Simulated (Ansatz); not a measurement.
CaPd3:

```xyz
4
Lattice="-1.9267 1.9267 4.6851 1.9267 -1.9267 4.6851 1.9267 1.9267 -4.6851" Properties=species:S:1:pos:R:3 pbc="T T T"
Ca    0.0000    0.0000    0.0000
Pd    0.0000    1.9267    2.3426
Pd    1.9267    0.0000    2.3426
Pd    0.0000    0.0000    4.6851
```

The cell was built by a generator and needn't be a form met in nature.

| Quantity | Value |
| --- | --- |
| Program | Ansatz 0.2.0 |
| Task | relaxation of cell and atoms |
| Functional | PBEsol |
| Dispersion | D4 |
| Potentials or basis | all-electron LAPW, scalar-relativistic |
| Basis error allowed | 0.001 eV/atom |
| k mesh | 10 × 10 × 10 |
| Occupations | fermi-dirac, width 0.05 eV |
| Spin | no spin polarisation |
| Hubbard terms | Pd d U = 7 eV |

At the start: volume 17.39 Å³/atom.

Problem. How do energy, volume and symmetry change on relaxing?

Solution. Over 9 steps the energy falls by 138.4 meV/atom and the volume is 16.66 Å³/atom (-4.2 %); space group I4/mmm (No. 139, to 0.05 Å).

The path:
| step | energy change (eV) | largest force (eV/Å) | volume (Å³) |
| --- | --- | --- | --- |
| 1 | 0.0000 | 0.0000 | 69.57 |
| 2 | -0.2713 | 0.0000 | 67.68 |
| 3 | -0.4611 | 0.0000 | 66.86 |
| 4 | -0.5429 | 0.0000 | 66.15 |
| 5 | -0.5526 | 0.0000 | 66.94 |
| 6 | -0.5530 | 0.0000 | 66.68 |
| 7 | -0.5537 | 0.0000 | 66.68 |
| 8 | -0.5536 | 0.0000 | 66.66 |
| 9 | -0.5537 | 0.0000 | 66.66 |

Final structure:
```cif
data_structure
_symmetry_space_group_name_H-M 'P 1'
_symmetry_Int_Tables_number 1
_cell_length_a 4.8761
_cell_length_b 4.8761
_cell_length_c 4.8761
_cell_angle_alpha 129.859
_cell_angle_beta 129.859
_cell_angle_gamma 73.633
_cell_volume 66.66
loop_
_atom_site_label
_atom_site_type_symbol
_atom_site_fract_x
_atom_site_fract_y
_atom_site_fract_z
_atom_site_occupancy
Ca1 Ca 0.00000 0.00000 0.00000 1
Pd1 Pd 0.75000 0.25000 0.50000 1
Pd2 Pd 0.25000 0.75000 0.50000 1
Pd3 Pd 0.50000 0.50000 0.00000 1
```

Caveat: U is the effective U less J, on atomic orbitals that reach past the spheres; U without spin polarisation on a metal has little footing; pairwise dispersion overbinds metals, which lowers pressure and volume; the U is typed as a test and isn't derived for this compound.
